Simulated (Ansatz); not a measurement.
Task: a check of PAW against all-electron LAPW of Mn₃Re, space group Fm-3m, with Ansatz 0.2.0, Python API. Give the script and its output. Settings (first run): PBEsol, PAW, the default cutoff (420 eV here), 6×6×6 k-points, Fermi-Dirac smearing of 0.1 eV, collinear spin.

`mn3re.cif`
```cif
data_Mn3Re
_cell_length_a 4.116665
_cell_length_b 4.116665
_cell_length_c 4.116665
_cell_angle_alpha 60.00000
_cell_angle_beta 60.00000
_cell_angle_gamma 60.00000
_symmetry_space_group_name_H-M 'P 1'
_symmetry_Int_Tables_number 1
loop_
_symmetry_equiv_pos_as_xyz
'x, y, z'
loop_
_atom_site_label
_atom_site_type_symbol
_atom_site_fract_x
_atom_site_fract_y
_atom_site_fract_z
Mn1 Mn    0.250000    0.250000    0.250000
Mn2 Mn    0.750000    0.750000    0.750000
Mn3 Mn    0.500000    0.500000    0.500000
Re4 Re    0.000000    0.000000    0.000000
```

`paw_lapw_mn3re.py`
```python
# -*- coding: utf-8 -*-
'''Checking the PAW result for Mn3Re with LAPW.'''

import ansatz as az
from ase.io import read
import numpy as np
from tabulate import tabulate


def count_gap(report):
    # lowest empty less highest filled band, counting bands; zero where they overlap
    return max(report.get('gap_by_band_count_ev') or 0.0, 0.0)


def main():
    atoms = read('mn3re.cif')
    mn3re = az.Crystal.from_ase(atoms).moments(Mn=5.2)

    base = (
        mn3re.calculation()
        .functional('pbesol')
        .kpoints(spacing=0.32)
        .occupations('Fermi-Dirac', width=100 * az.meV)
        .spin(az.SpinTreatment.COLLINEAR)
        .scf(max_iterations=100)
        .stress()
        .forces()
        .band_table()
    )
    variants = {
        'PAW': base.pseudopotentials('paw'),
        'LAPW': base.pseudopotentials('all_electron', lapw=True),
    }
    # totals differ by the cores that each treatment holds, so compare what does not depend on them
    rows = []
    for label, variant in variants.items():
        summary = variant.run().report
        levels = np.array(summary['eigenvalues_ev'][0]) - summary['fermi_energy_ev']
        print(label, 'levels at the first k-point near E_F:', np.round(levels[np.abs(levels) < 5], 3))
        rows.append((label, summary['n_electrons'], np.trace(summary['stress_gpa']) / 3, count_gap(summary), summary['magnetization_mub']))
    print(tabulate(rows, headers=['treatment', 'electrons in bands', 'P GPa', 'gap by band count eV', 'moment muB'], floatfmt='.4f', tablefmt='plain'))


if __name__ == '__main__':
    main()
```

Running `python paw_lapw_mn3re.py` prints:
```text
DeckWarning: basis.ecutwfc = 420 eV, auto-derived from the records' recommended cutoffs: set by Mn (normal level)
DeckWarning: where an SCF of this run starts from atoms to list the orders of its open shells, Mn (sites 0, 1, 2, from 0) starts with 5.00 μB on its 3d shell, in the place of the 5.20 μB that the deck gives it: its open shells can hold no more by Hund's first rule. To start from spheres of the given moment, type scf.initial_density.shell_occupations: []
PAW levels at the first k-point near E_F: [-3.747 -3.747 -3.747 -2.574 -2.574 -2.574 -1.824 -1.824 -1.824 -0.402
 -0.402  0.233  0.233  1.545  1.545  1.545  1.615  1.615]
LAPW levels at the first k-point near E_F: [-3.746 -3.746 -3.746 -2.571 -2.571 -2.571 -1.82  -1.82  -1.82  -0.405
 -0.405  0.23   0.23   1.549  1.549  1.549  1.616  1.616]
treatment      electrons in bands     P GPa    gap by band count eV    moment muB
PAW                       60.0000  -11.4180                  0.0000        3.7067
LAPW                      90.0000  -11.3940                  0.0000        3.7044
```
(Warnings from the package without file and line.)

PAW gives -11.418 GPa and LAPW -11.394 GPa, 0.024 GPa apart. They took 10.6 and 236.4 s of processor time.

Absolute energies stand on the zero of these potentials, so only differences at equal settings mean something. A total without «per atom» is that of the whole cell that was run. The magnetic order follows from the starting moments and needn't be the lowest. The mesh is modest for a metal, so energies can be off by several to tens of meV an atom and pressures by half a GPa or more; differences at equal mesh fare better. A gap by band count of zero or less means overlapping bands, a metal. At these settings the cell as given stands under about -11 GPa, so it isn't at this functional's equilibrium volume. This cell is a computed structure, which may not be the phase found in nature. Gaps and levels are Kohn-Sham values on a finite set of k-points, without spin-orbit coupling. Pressure is positive in compression; the treatments may keep other shells as core, so totals and counts of electrons can differ. Timing: 4.1 min on 1 thread of Arm Neoverse V1, on a shared host, peak memory 1.2 GiB.
